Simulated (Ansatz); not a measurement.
# CH8N2Si: up Jacob's ladder to CCSD(T)

An exercise on one series of results from a longer session: the logs are not shown, and one member is left open.

Program: Ansatz 0.2.0, Gaussian basis. Level of theory: functionals in def2-TZVPP, the program's frozen cores in correlated methods. These are calculated values, not measurements.

Plan: PBE-D4, r2SCAN-D4, PBE0-D4, B3LYP-D4, ωB97X-V, ωB97M-V, B2PLYP; CCSD(T)/def2-TZVPP; MP2/def2-QZVPP; extrapolation to the limit.

## Structure used throughout

An earlier PBE0-D4 in a triple-zeta def2 set relaxation fixed the geometry.

SMILES `NC[SiH2]N`, 12 atoms, charge 0, spin multiplicity 1.

Atoms are counted from 1 here; the program's logs count them from 0.

Bond lengths: N1–C2 1.464 Å, N1–H5 1.012 Å, N1–H6 1.013 Å, C2–Si3 1.879 Å, C2–H7 1.095 Å, C2–H8 1.101 Å, Si3–N4 1.718 Å, Si3–H9 1.489 Å, Si3–H10 1.500 Å, N4–H11 1.010 Å, N4–H12 1.007 Å. Angles: C2–N1–H5 111.3°, C2–N1–H6 110.5°, H5–N1–H6 106.8°, N1–C2–Si3 108.4°, N1–C2–H7 108.5°, N1–C2–H8 114.8°, Si3–C2–H7 106.9°, Si3–C2–H8 111.2°, H7–C2–H8 106.8°, C2–Si3–N4 106.2°, C2–Si3–H9 112.0°, C2–Si3–H10 107.4°, N4–Si3–H9 109.4°, N4–Si3–H10 115.2°, H9–Si3–H10 106.8°, Si3–N4–H11 115.6°, Si3–N4–H12 121.3°, H11–N4–H12 111.3°.

The first run:

in.yaml reads:

```yaml
crystal:
  periodic: [false, false, false]
  atoms:
    - {symbol: N, position_ang: [-1.606581, -0.380593, 0.124555]}
    - {symbol: C, position_ang: [-0.701079, 0.350954, -0.763989]}
    - {symbol: Si, position_ang: [1.066211, -0.074784, -0.289603]}
    - {symbol: N, position_ang: [1.240628, 0.376239, 1.358443]}
    - {symbol: H, position_ang: [-2.570162, -0.111070, -0.029858]}
    - {symbol: H, position_ang: [-1.548670, -1.376109, -0.051724]}
    - {symbol: H, position_ang: [-0.828823, 1.423287, -0.584318]}
    - {symbol: H, position_ang: [-0.875406, 0.185873, -1.838231]}
    - {symbol: H, position_ang: [2.058926, 0.668000, -1.113683]}
    - {symbol: H, position_ang: [1.269380, -1.532953, -0.576854]}
    - {symbol: H, position_ang: [0.457246, 0.157088, 1.956562]}
    - {symbol: H, position_ang: [2.115230, 0.258867, 1.842798]}
basis:
  gaussian: {orbitals: def2-TZVPP}
hamiltonian: {xc: pbe, dispersion: d4}
output: {forces: true, orbitals: {seedname: orbitals}}
```

Started as:

```
$ ansatz run in.yaml --threads 4 --pin off --events-out ev --progress --plain --max-ram 10444MiB
```

Steps of the session up to this table: PBE-D4 (GGA); r2SCAN-D4 (meta-GGA); PBE0-D4 (hybrid); B3LYP-D4 (hybrid); ωB97X-V (range-separated); ωB97M-V (range-separated); B2PLYP (double hybrid); CCSD(T) in def2-TZVPP; MP2 in def2-QZVPP.

One table of the session follows, with a row left open; its other results are not shown here.

It belongs to the step «Atomisation energies». 

| method | atomisation energy (eV) |
| --- | --- |
| PBE-D4 | 43.253 |
| r2SCAN-D4 | 42.474 |
| PBE0-D4 | 42.576 |
| B3LYP-D4 | 42.914 |
| ωB97X-V | 42.970 |
| ωB97M-V | 42.933 |
| B2PLYP | 42.281 |
| HF/def2-TZVPP | ? |
| MP2/def2-TZVPP | 41.668 |
| CCSD/def2-TZVPP | 40.929 |
| CCSD(T)/def2-TZVPP | 41.467 |
| MP2/CBS | 42.955 |
| CCSD(T)/CBS | 42.755 |

Q: Estimate the row for HF/def2-TZVPP from the others.

The run gave: atomisation energy (eV): 30.115. In the column «atomisation energy (eV)» it is the lowest.

Limits of these values: Free atoms (2 N, 1 C, 1 Si, 8 H) were run apart at each level; the atomisation energy is their sum less the molecule, without zero-point or spin-orbit terms.
